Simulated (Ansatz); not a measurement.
Predict the output of the script below (the Python package of Ansatz (0.2.0)).

Input file `gap.cif`:
```cif
data_GaP
_cell_length_a 3.854086
_cell_length_b 3.854086
_cell_length_c 3.854086
_cell_angle_alpha 60.00000
_cell_angle_beta 60.00000
_cell_angle_gamma 60.00000
_symmetry_space_group_name_H-M 'P 1'
_symmetry_Int_Tables_number 1
loop_
_symmetry_equiv_pos_as_xyz
'x, y, z'
loop_
_atom_site_label
_atom_site_type_symbol
_atom_site_fract_x
_atom_site_fract_y
_atom_site_fract_z
Ga1 Ga    0.000000    0.000000    0.000000
P2 P    0.250000    0.250000    0.250000
```

`gap.py`:
```python
"""Response of GaP to an electric field."""

import ansatz as az
from ase.io import read
import numpy as np

XC = "lda"
CUTOFF_EV = 470
KGRID = (6, 6, 6)
MAX_SCF = 70
SMEARING = "fixed"


def main() -> None:
    atoms = read("gap.cif")
    xtal = az.Crystal.from_ase(atoms)

    # an insulator: whole occupations
    calculation = xtal.calculation()
    calculation = calculation.pseudopotentials("paw")
    calculation = calculation.functional(XC)
    calculation = calculation.basis(CUTOFF_EV)
    calculation = calculation.kpoints(*KGRID)
    calculation = calculation.scf(max_iterations=MAX_SCF)
    calculation = calculation.occupations(SMEARING)
    calculation = calculation.dielectric()
    result = calculation.run(threads=1, pin="off")
    response = result.dielectric
    eps = np.asarray(response.eps_inf)

    print(f"mean eps_inf {np.trace(eps) / 3:.3f}, fraction of exact exchange 1/eps = {3 / np.trace(eps):.3f}")
    print(np.array2string(eps, precision=3, suppress_small=True))
    for index, (site, z) in enumerate(zip(result.lattice.sites, response.zstar_e)):
        print("Born charge tensor of", site.symbol, index)
        print(np.round(z, 3) + 0.0)
    print(f"charge neutrality missed by {response.zstar_sum_residual_pre_e:.4f} e before the sum rule")


if __name__ == "__main__":
    main()
```

```console
$ python gap.py
mean eps_inf 10.917, fraction of exact exchange 1/eps = 0.092
[[10.917  0.     0.   ]
 [ 0.    10.917  0.   ]
 [ 0.     0.    10.917]]
Born charge tensor of Ga 0
[[2.102 0.    0.   ]
 [0.    2.102 0.   ]
 [0.    0.    2.102]]
Born charge tensor of P 1
[[-2.102  0.     0.   ]
 [ 0.    -2.102  0.   ]
 [ 0.     0.    -2.102]]
charge neutrality missed by 0.0000 e before the sum rule
```

Under fixed occupations the level called the Fermi level is the highest filled one on the SCF mesh; off the mesh a filled band can lie a little above it. Pressure is positive in compression. The structure is a deposited one; some such entries were measured under pressure or heat, so a shift against it needn't be the functional's error alone. This is the electronic (clamped-ion) response; a semilocal gap that is too small tends to raise it. The typed mesh is that of the SCF; the response is solved on denser meshes that the run picks. Run time: 24 s on 1 thread of Arm Neoverse V1 (shared host), peak memory 0.54 GiB.
